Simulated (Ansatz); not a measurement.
**BaIrO3: a single-point run**

The task is a single-point run on BaIrO3. The structure is shown as the input types it.

Program: Ansatz 0.2.0. Level of theory: DFT, PBEsol, PAW with Ansatz's default frozen-core files, scalar-relativistic. These are calculated values, not measurements.

## (1) Starting point

Symmetry: Pm-3m, No. 221, cubic system. The conventional cell has a = 4.101 Å, b = 4.101 Å, c = 4.101 Å, α = 90.00°, β = 90.00°, γ = 90.00°. Ba (site symmetry m-3m) has 12 O at 2.90 Å as nearest neighbours. Ir (site symmetry m-3m) is surrounded by 6 O at 2.05 Å. O (site symmetry 4/mmm) has 2 Ir at 2.05 Å and 4 Ba at 2.90 Å as nearest neighbours.

The input asks for a charge of +6 e on the cell.

As a file:

```cif
data_structure
_symmetry_space_group_name_H-M 'P 1'
_symmetry_Int_Tables_number 1
_cell_length_a 4.1009
_cell_length_b 4.1009
_cell_length_c 4.1009
_cell_angle_alpha 90.000
_cell_angle_beta 90.000
_cell_angle_gamma 90.000
_cell_volume 68.97
loop_
_atom_site_label
_atom_site_type_symbol
_atom_site_fract_x
_atom_site_fract_y
_atom_site_fract_z
_atom_site_occupancy
Ba1 Ba 0.50000 0.50000 0.50000 1
Ir1 Ir 0.00000 0.00000 0.00000 1
O1 O 0.50000 0.00000 0.00000 1
O2 O 0.00000 0.50000 0.00000 1
O3 O 0.00000 0.00000 0.50000 1
```

## (2) The run

Input file input.yaml:

```yaml
crystal:
  lattice:
    - [4.1009, 0.0, 0.0]
    - [0.0, 4.1009, 0.0]
    - [0.0, 0.0, 4.1009]
  atoms:
    - { symbol: Ba, position: [0.5, 0.5, 0.5] }
    - { symbol: Ir, position: [0.0, 0.0, 0.0] }
    - { symbol: O, position: [0.5, 0.0, 0.0] }
    - { symbol: O, position: [0.0, 0.5, 0.0] }
    - { symbol: O, position: [0.0, 0.0, 0.5] }
kpoints:
  mp_grid: { grid: [7, 7, 7] }
  band_path:
    path:
      - [0.0, 0.0, 0.0]
      - [0.0, 0.5, 0.0]
      - [0.5, 0.5, 0.0]
      - [0.0, 0.0, 0.0]
      - [0.5, 0.5, 0.5]
      - [0.0, 0.5, 0.0]
      - [0.5, 0.5, 0.5]
      - [0.5, 0.5, 0.0]
    npoints: 5
scf:
  occupations: { method: fermi_dirac, width: 0.05 }
  max_iter: 100
hamiltonian:
  xc: pbesol
  pseudopotentials: { kind: paw }
output:
  forces: true
  stress: true
  eigenvalues: true
  efg: { contact_densities: true }
total_charge: 6
```

Started as:

```bash
$ ansatz run input.yaml --threads 2 --pin off --max-ram 5120MiB --backend cpu --events-out ev --progress --plain --runs-dir out
```

What happens when this is run?

The run converged and reported no error, with warnings (gradients without spin orbit). It gives a pressure of 29 GPa, which is large; a structure far from rest gives such values too, whatever the setting.

Look at the input: total_charge is 6. The typed charge changes the electron count, so this is no longer the system that was meant.

Run again and compare: delete total_charge (the default then holds).
